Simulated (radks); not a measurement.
# Spin polarisation of the 4d shell in Zr

Aim: the energy gained and the exchange splitting as electrons of the 4d shell of Zr are turned from spin down to spin up.

Method: non-relativistic Kohn-Sham, BLYP, spin-polarised, spherical densities, point nucleus. Code: radks (a radial shooting solver on a logarithmic mesh, Libxc functionals) version 1.

## (1) The atom as given

| Property | Result |
| --- | --- |
| element | zirconium (Z = 40) |
| charge | 0 |
| electrons | 40 |
| configuration | [Kr] 4d(up 1, down 1) 5s2 |

A shell typed twice in an input gives spin up, then spin down.

## (2) No moment

Input:

```text
Z 40
configuration [Kr] 4d1 4d1 5s2
relativity non-relativistic
functional b88,lyp
spin polarised
nucleus point
```

## (3) moment 0.5 in 4d

Input:

```text
Z 40
configuration [Kr] 4d1.25 4d0.75 5s2
relativity non-relativistic
functional b88,lyp
spin polarised
nucleus point
```

## (4) moment 1 in 4d

Input:

```text
Z 40
configuration [Kr] 4d1.5 4d0.5 5s2
relativity non-relativistic
functional b88,lyp
spin polarised
nucleus point
```

## (5) moment 1.5 in 4d

Input:

```text
Z 40
configuration [Kr] 4d1.75 4d0.25 5s2
relativity non-relativistic
functional b88,lyp
spin polarised
nucleus point
```

## (6) moment 2 in 4d

Input:

```text
Z 40
configuration [Kr] 4d2 4d0 5s2
relativity non-relativistic
functional b88,lyp
spin polarised
nucleus point
```

What does the calculation give? Wanted: for each run, moment; E − E(0); ε(4d up); ε(4d down); splitting.

The runs gave:

| moment (μB) | E − E(0) (eV) | ε(4d up) (eV) | ε(4d down) (eV) | splitting (eV) |
| --- | --- | --- | --- | --- |
| 0 | 0.000 | -3.787 | -3.787 | 0.000 |
| 0.5 | -0.032 | -3.909 | -3.650 | 0.259 |
| 1 | -0.129 | -4.017 | -3.502 | 0.515 |
| 1.5 | -0.289 | -4.108 | -3.343 | 0.765 |
| 2 | -0.511 | -4.181 | -3.175 | 1.006 |

**Reading.** At a moment of 2 μB the energy has fallen by 0.51 eV and the 4d levels split by 1.01 eV, 0.503 eV per μB. The Stoner form E = −I m²/4 would give I = 0.511 eV. The energy falls at every step, as Hund's first rule has it.
